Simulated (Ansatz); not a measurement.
Predict the output of the script below (Ansatz 0.2.0, Python API).

Contents of `kvf3.xyz`:
```text
5
Lattice="4.131 0.0 0.0 0.0 4.131 0.0 0.0 0.0 4.131" Properties=species:S:1:pos:R:3:initial_magmoms:R:1 pbc="T T T"
K     0.00000000    0.00000000    0.00000000  0.00
V     2.06550000    2.06550000    2.06550000  1.00
F     2.06550000    2.06550000    0.00000000  0.00
F     0.00000000    2.06550000    2.06550000  0.00
F     2.06550000    0.00000000    2.06550000  0.00
```

`plus_u.py`
```python
"""DFT+U scan for KVF3."""

import ansatz
import numpy as np
from tabulate import tabulate


def count_gap(report):
    # lowest empty less highest filled band, counting bands; zero where they overlap
    return max(report.get("gap_by_band_count_ev") or 0.0, 0.0)


def main() -> None:
    xtal = ansatz.Crystal.from_extxyz("kvf3.xyz")

    setup = (
        xtal.calculation()
        .functional("lda")
        .basis(260)
        .kpoints(spacing=0.29)
        .occupations("Fermi-Dirac")
        .spin("collinear")
        .mixing("msr1")
        .scf(extra_bands=16)
        .band_table()
    )
    rows = []
    for u in [0.0, 1.5, 3.0, 4.5, 6.0]:
        summary = setup.hubbard("V", "d", u_eff=u, double_counting="amf").run().report
        shell = summary["hubbard"]["n_scf"]
        rows.append((u, count_gap(summary), sum(shell) / len(shell), max(abs(m) for m in summary["site_moments_mub"]), summary["n_iterations"]))
    print(tabulate(rows, headers=["U_eff eV", "gap by band count eV", "V d occupation (projector)", "largest moment muB", "iterations"], floatfmt=".4f", tablefmt="simple"))
    print("eigenvalues of the first occupation matrix at the last U, by spin:")
    for channel in summary["hubbard"]["n_eig"][0]:
        print("  ", " ".join(f"{n:.3f}" for n in channel))


if __name__ == "__main__":
    main()
```

```console
$ python plus_u.py
DeckWarning: basis.ecutwfc = 260 eV is below the records' recommended 420 eV, and the density's cutoff is lower with it unless basis.ecutrho_ratio is high enough to keep the records' density cutoff: compare with a run at a higher cutoff
  U_eff eV    gap by band count eV    V d occupation (projector)    largest moment muB    iterations
----------  ----------------------  ----------------------------  --------------------  ------------
    0.0000                  0.2136                        3.6097                2.2074            13
    1.5000                  0.9290                        3.5895                2.1925            13
    3.0000                  1.4297                        3.5721                2.1810            13
    4.5000                  1.9233                        3.5566                2.1708            13
    6.0000                  2.4050                        3.5430                2.1618            13
eigenvalues of the first occupation matrix at the last U, by spin:
   0.085 0.085 0.996 0.996 0.996
   0.049 0.049 0.049 0.118 0.118
```
(Warnings from the package without file and line.)

From U = 0 to 6 eV the largest site moment goes from 2.21 to 2.16 μB.

The cutoff lies under the one recommended for these potentials. The magnetic order follows from the starting moments and needn't be the lowest. Semilocal gaps usually lie well under measured ones. U, its shell and the double counting are chosen to explore, and aren't derived for this compound. With one magnetic atom the cell can hold only ferromagnetic order. An opening on this mesh may only mean that it misses a point where bands touch. The structure is a deposited one; some such entries were measured under pressure or heat, so a shift against it needn't be the functional's error alone. Gaps and levels are Kohn-Sham values on a finite set of k-points. Shell occupations and the effect of U depend on the projectors; a run with no .spin step is spin-unpolarised, and each U may end in a state that isn't the lowest. Wall time of the script: 22 s on 1 thread of Arm Neoverse V2, with other jobs on the host, peak memory 0.54 GiB.
